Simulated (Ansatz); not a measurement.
Input of an Ansatz 0.2.0 run:

input.yaml

```yaml
crystal:
  lattice:
    - [3.18769231, 0.0, 0.0]
    - [0.0, 3.18769231, 0.0]
    - [0.0, 0.0, 3.18769231]
  atoms:
    - { symbol: Ru, position: [0.0, 0.0, 0.0] }
    - { symbol: Se, position: [0.5, 0.5, 0.5] }
hamiltonian:
  xc: { exchange: pbe, correlation: pbe, exx: { coeff: 0.25, omega: 0.6 } }
  pseudopotentials: { kind: paw }
kpoints:
  mp_grid: { grid: [4, 4, 4] }
scf:
  occupations: { method: fermi_dirac, width: 0.05 }
output:
  forces: true
  stress: true
  eigenvalues: true
  write_density: true
  write_potential: true
  elf: true
  volumetric_format: npy
```

Potentials or basis: Ansatz PAW.

Launch:

```sh
$ ansatz run input.yaml --threads 2 --pin off --max-ram 5632MiB --backend cpu --events-out ev --progress --plain --runs-dir out
```

Question: What does it give for the pressure?

Answer: -14.4 GPa.

Question: Estimate the band gap on the k mesh.

Answer: None (metal or under the smearing width).

Caveat: the k mesh is coarse (spacing up to 0.49 Å⁻¹), so the values aren't converged, least of all with exact exchange; the PAW data sets come from PBE, with cores solved anew for the run's functional, which leaves a small shift of forces and pressure; the thresholds are loose for stress.
